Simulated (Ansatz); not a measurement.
# C2H4Te (SMILES C1C[Te]1): single points off equilibrium

The atoms stand at a structure displaced at random from a GFN2-xTB minimum. How far do the functionals agree with CCSD(T) there?

Method: single points in def2-TZVPP; program: Ansatz 0.2.0, Gaussian basis.

Correlated methods freeze the cores. Filled d shells of the heavier atoms are correlated. Core potentials replace the inner electrons past krypton, and spin-orbit coupling is left out.

## 1. Starting geometry

SMILES `C1C[Te]1`, 7 atoms, charge 0, spin multiplicity 1.

Atoms are counted from 1 here; the program's logs count them from 0.

Bond lengths: C1–C2 1.388 Å, C1–Te3 1.971 Å, C1–H4 1.182 Å, C1–H5 0.975 Å, C2–Te3 1.948 Å, C2–H6 1.072 Å, C2–H7 1.369 Å. Angles: C2–C1–Te3 68.4°, C2–C1–H4 108.0°, C2–C1–H5 130.4°, Te3–C1–H4 119.8°, Te3–C1–H5 123.0°, H4–C1–H5 104.6°, C1–C2–Te3 70.2°, C1–C2–H6 132.3°, C1–C2–H7 108.5°, Te3–C2–H6 127.1°, Te3–C2–H7 107.5°, H6–C2–H7 106.4°, C1–Te3–C2 41.5°.

Geometry (Å):

```xyz
7

C    -0.5503   -0.1090   -0.4848
C     0.3421    0.2021    0.5312
Te    0.6200   -1.6355   -0.0526
H    -1.6439   -0.0621   -0.0380
H    -0.6357    0.2572   -1.3841
H     0.1987    0.5461    1.5363
H     1.3545    0.9581    0.0042
```

## 2. CCSD(T)/def2-TZVPP

The input, run/in.yaml:

```yaml
crystal:
  periodic: [false, false, false]
  atoms:
    - {symbol: C, position_ang: [-0.550300, -0.109000, -0.484800]}
    - {symbol: C, position_ang: [0.342100, 0.202100, 0.531200]}
    - {symbol: Te, position_ang: [0.620000, -1.635500, -0.052600]}
    - {symbol: H, position_ang: [-1.643900, -0.062100, -0.038000]}
    - {symbol: H, position_ang: [-0.635700, 0.257200, -1.384100]}
    - {symbol: H, position_ang: [0.198700, 0.546100, 1.536300]}
    - {symbol: H, position_ang: [1.354500, 0.958100, 0.004200]}
basis:
  gaussian: {orbitals: def2-TZVPP}
correlation: {method: ccsd_t}
output: {forces: true}
```

No record of the launch command was kept for these runs.

## 3. PBE0-D4/def2-TZVPP

Edit run/in.yaml of step 2 so:

```diff
@@ -12,3 +12,3 @@
   gaussian: {orbitals: def2-TZVPP}
-correlation: {method: ccsd_t}
-output: {forces: true}
+hamiltonian: {xc: pbe0, dispersion: d4}
+output: {forces: true, orbitals: {seedname: orbitals}}
```

## 4. wB97M-V/def2-TZVPP

Edit run/in.yaml of step 3 so:

```diff
@@ -12,3 +12,3 @@
   gaussian: {orbitals: def2-TZVPP}
-hamiltonian: {xc: pbe0, dispersion: d4}
-output: {forces: true, orbitals: {seedname: orbitals}}
+hamiltonian: {xc: {name: wB97M-V}}
+output: {forces: true}
```

## 5. r2SCAN-D4/def2-TZVPP

Edit run/in.yaml of step 4 so:

```diff
@@ -12,3 +12,3 @@
   gaussian: {orbitals: def2-TZVPP}
-hamiltonian: {xc: {name: wB97M-V}}
+hamiltonian: {xc: r2scan, dispersion: d4}
 output: {forces: true}
```

## 6. PBE-D4/def2-TZVPP

Edit run/in.yaml of step 5 so:

```diff
@@ -12,3 +12,3 @@
   gaussian: {orbitals: def2-TZVPP}
-hamiltonian: {xc: r2scan, dispersion: d4}
+hamiltonian: {xc: pbe, dispersion: d4}
 output: {forces: true}
```

## 7. BLYP-D4/def2-TZVPP

Edit run/in.yaml of step 6 so:

```diff
@@ -12,3 +12,3 @@
   gaussian: {orbitals: def2-TZVPP}
-hamiltonian: {xc: pbe, dispersion: d4}
+hamiltonian: {xc: {name: BLYP}, dispersion: d4}
 output: {forces: true}
```

## 8. r2SCAN0-D4/def2-TZVPP

Edit run/in.yaml of step 7 so:

```diff
@@ -12,3 +12,3 @@
   gaussian: {orbitals: def2-TZVPP}
-hamiltonian: {xc: {name: BLYP}, dispersion: d4}
+hamiltonian: {xc: {name: r2SCAN0}, dispersion: d4}
 output: {forces: true}
```

(Steps that only read results are left out.)

**Question.** What will these runs give? Wanted: energy less free atoms, CCSD(T)/def2-TZVPP; RMS force component; RMS force error; HOMO and LUMO, PBE0-D4; T1 diagnostic.

**Answer**, as computed:

```
                                  quantity                                                                                              value
energy less free atoms, CCSD(T)/def2-TZVPP                                                                                         -22.800 eV
                       RMS force component                                                               3.417 to 3.544 eV/Å over the methods
                           RMS force error  PBE0-D4 0.203, wB97M-V 0.128, r2SCAN-D4 0.190, PBE-D4 0.259, BLYP-D4 0.308, r2SCAN0-D4 0.215 eV/Å
                    HOMO and LUMO, PBE0-D4                                                                                 -5.71 and -0.61 eV
                             T1 diagnostic                                                                                              0.010
```

What this shows: Against CCSD(T) the functionals' energies less atoms differ by -1.382 to -0.335 eV, PBE-D4 by -1.382 eV. The reference is not at the basis limit: in triple zeta CCSD(T) underbinds, which counts against methods that bind more; the gaps are no ranking. On forces the order runs from wB97M-V to BLYP-D4. Frozen-core CCSD(T) forces in triple zeta carry basis errors of their own, and this is one geometry, so small gaps rank nothing.
